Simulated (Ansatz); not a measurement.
# C4H9ClO (2-chloroethyl ethyl ether) at PBE0/6-31G(d) (spherical functions)

Aim: the electronic atomisation energy of C4H9ClO (2-chloroethyl ethyl ether) at PBE0/6-31G* (spherical functions), from 5 runs. 

The calculation is run with Ansatz 0.2.0.

45 further runs of the same task are left out: 45 set aside as unsound or not needed.

## Step 1: The system as given

C4H9ClO has 15 atoms, charge 0, and is taken as a singlet. As SMILES, `CCOCCCl`. Geometry: relaxed at PBE0-D4/def2-TZVP. This is one conformer, not always the lowest.

Bond lengths: C1–C2 1.507 Å, C2–O3 1.411 Å, O3–C4 1.402 Å, C4–C5 1.517 Å, C5–Cl6 1.780 Å, C1–H7 1.092 Å, C1–H8 1.092 Å, C1–H9 1.092 Å, C2–H10 1.099 Å, C2–H11 1.100 Å, C4–H12 1.098 Å, C4–H13 1.092 Å, C5–H14 1.089 Å, C5–H15 1.089 Å. Some angles: C1–C2–O3 108.5°, C2–O3–C4 114.3°, O3–C4–C5 111.3°, C4–C5–Cl6 109.9°, C1–C2–H10 110.2°, C1–C2–H11 110.7°, O3–C2–H10 110.9°, O3–C2–H11 109.5°, C2–C1–H7 110.6°, C2–C1–H8 110.5°.

## Step 2: A single-point energy at PBE0/6-31G(d) (spherical functions)

job.yaml

```yaml
crystal:
  periodic: [false, false, false]
  atoms:
    - symbol: C
      position_ang: [0.446910, -2.343120, -0.072080]
    - symbol: C
      position_ang: [0.664010, -0.853380, -0.015630]
    - symbol: O
      position_ang: [-0.448870, -0.216840, -0.605540]
    - symbol: C
      position_ang: [-0.352230, 1.181190, -0.659050]
    - symbol: C
      position_ang: [-0.804940, 1.814990, 0.643150]
    - symbol: Cl
      position_ang: [-0.701940, 3.587860, 0.523300]
    - symbol: H
      position_ang: [-0.452990, -2.621690, 0.479450]
    - symbol: H
      position_ang: [0.331820, -2.674280, -1.105750]
    - symbol: H
      position_ang: [1.298130, -2.867000, 0.367880]
    - symbol: H
      position_ang: [0.793480, -0.528730, 1.026570]
    - symbol: H
      position_ang: [1.577870, -0.572640, -0.559900]
    - symbol: H
      position_ang: [0.671920, 1.501350, -0.892950]
    - symbol: H
      position_ang: [-1.001940, 1.520450, -1.469010]
    - symbol: H
      position_ang: [-0.179950, 1.514470, 1.482950]
    - symbol: H
      position_ang: [-1.841280, 1.557350, 0.856610]
basis:
  gaussian: {orbitals: 6-31G_st_-spherical.json}
accuracy: high
output: {orbitals: {seedname: orbitals}}
hamiltonian: {xc: {name: PBE0}}
```

The basis set 6-31G* is read from a file made from the Basis Set Exchange's data (not shown).

Command:

```
ansatz run job.yaml --threads 1 --pin off --max-ram 3480MiB --events-out events.jsonl --progress --plain --runs-dir runs
```

The log of the run:

```text
Warning: RAYON_NUM_THREADS=1 ignored (pool sized by the plan → 1); use --threads N
Functional definition: PBE0
  name "PBE0"
  parameter a = 0.25
  parameter kappa = 0.804
  parameter beta = 0.06672455060314922
  exchange = (1 - a)*pbe_x(kappa = kappa, mu = beta*pi^2/3) + a*exact_x
  correlation = pbe_c(beta = beta)
2654 factors; integrals over basis functions are off by at most 7.3e-9 eV
mean field evaluation 1: about -18846.8904 eV, gradient 4.6e1 eV
mean field evaluation 2: about -18845.7542 eV, gradient 5.2e1 eV
mean field evaluation 4: about -18851.7961 eV, gradient 2.2e0 eV
mean field evaluation 8: about -18852.2270 eV, gradient 3.3e-1 eV
mean field evaluation 16: about -18852.2273 eV, gradient 6.2e-5 eV
mean field -18852.22734671 eV, -692.8065764930 hartree, gradient 8.5e-8 eV, S^2 0.000000; 0 other end points of the search recorded, 0 dependent functions left out
reference -18852.22734892 eV, -692.8065765740 hartree; 29, 29 occupied and 77, 77 virtual orbitals, 2654 factors
Total energy: -18852.22734892 eV, -692.8065765740 hartree
```

It took 15 s on 1 thread of Arm Neoverse V2, shared host; peak memory 0.45 GiB.

## Step 3: The C atom

job.yaml

```yaml
crystal:
  periodic: [false, false, false]
  atoms:
    - {symbol: C, position_ang: [0.000000, 0.000000, 0.000000]}
basis:
  gaussian:
    orbitals: 6-31G_st_-spherical.json
accuracy: high
hamiltonian:
  xc: {name: PBE0}
magnetization:
  spin_polarized: true
  initial_magnetization: 2
```

The basis set 6-31G* is read from a file made from the Basis Set Exchange's data (not shown).

Run the same way, it converges to -37.79246 Eh (log not shown).

## Step 4: The Cl atom

in.yaml

```yaml
crystal:
  periodic: [false, false, false]
  atoms:
    - {symbol: Cl, position_ang: [0.000000, 0.000000, 0.000000]}
basis:
  gaussian: {orbitals: 6-31G_st_-spherical.json}
magnetization: {spin_polarized: true, initial_magnetization: 1}
accuracy: high
hamiltonian: {xc: pbe0}
```

The basis set 6-31G* is read from a file made from the Basis Set Exchange's data (not shown).

Run the same way, it converges to -459.96500 Eh (log not shown).

## Step 5: The H atom at the same level

in.yaml

```yaml
crystal:
  periodic: [false, false, false]
  atoms:
    - {symbol: H, position_ang: [0.000000, 0.000000, 0.000000]}
basis:
  gaussian:
    orbitals: "6-31G*"
hamiltonian:
  xc: pbe0
accuracy: high
magnetization:
  spin_polarized: true
  initial_magnetization: 1
```

Command:

```
ansatz run in.yaml --threads 1 --pin off --max-ram 3480MiB --events-out events.jsonl --progress --plain --runs-dir runs
```

The log of the run (excerpt; [...] marks lines left out):

```text
Warning: RAYON_NUM_THREADS=1 ignored (pool sized by the plan → 1); use --threads N
[... 7 set-up lines as earlier in the session ...]
3 factors; integrals over basis functions are off by at most 5.4e-10 eV
mean field evaluation 1: about -13.5805 eV, gradient 4.1e-1 eV
mean field evaluation 2: about -13.5821 eV, gradient 3.1e-2 eV
mean field evaluation 4: about -13.5815 eV, gradient 2.3e-5 eV
mean field evaluation 8: about -13.5815 eV, gradient 1.4e-10 eV
mean field -13.58145828 eV, -0.4991093860 hartree, gradient 1.2e-9 eV, S^2 0.750000; 0 other end points of the search recorded, 0 dependent functions left out
reference -13.58145949 eV, -0.4991094305 hartree; 1, 0 occupied and 1, 2 virtual orbitals, 3 factors
Total energy: -13.58145949 eV, -0.4991094305 hartree
```

Wall time 0.1 s (1 thread of Arm Neoverse V2, shared host).

## Step 6: The O atom at the same level

in.yaml

```yaml
crystal:
  periodic: [false, false, false]
  atoms:
    - {symbol: O, position_ang: [0.000000, 0.000000, 0.000000]}
basis:
  gaussian:
    orbitals: 6-31G_st_-spherical.json
magnetization:
  spin_polarized: true
  initial_magnetization: 2
hamiltonian:
  xc: {name: PBE0}
accuracy: high
```

The basis set 6-31G* is read from a file made from the Basis Set Exchange's data (not shown).

Run the same way, it converges to -74.98386 Eh (log not shown).

## Step 7: Results

Level: PBE0/6-31G* (spherical functions).

| quantity | value |
| --- | --- |
| molecule: total energy | -692.80658 Eh |
| molecule: HOMO energy | -7.42 eV |
| molecule: LUMO energy | 1.09 eV |
| molecule: HOMO–LUMO gap | 8.52 eV |
| C atom: total energy | -37.79246 Eh |
| C atom: ⟨S²⟩ | 2.002 |
| Cl atom: total energy | -459.96500 Eh |
| Cl atom: ⟨S²⟩ | 0.752 |
| H atom: total energy | -0.49911 Eh |
| H atom: ⟨S²⟩ | 0.750 |
| O atom: total energy | -74.98386 Eh |
| O atom: ⟨S²⟩ | 2.002 |
| electronic atomisation energy | 59.754 eV |

In words: Taking the molecule apart into free atoms costs 59.75 eV (1378 kcal/mol), before zero-point energy and without spin-orbit coupling.
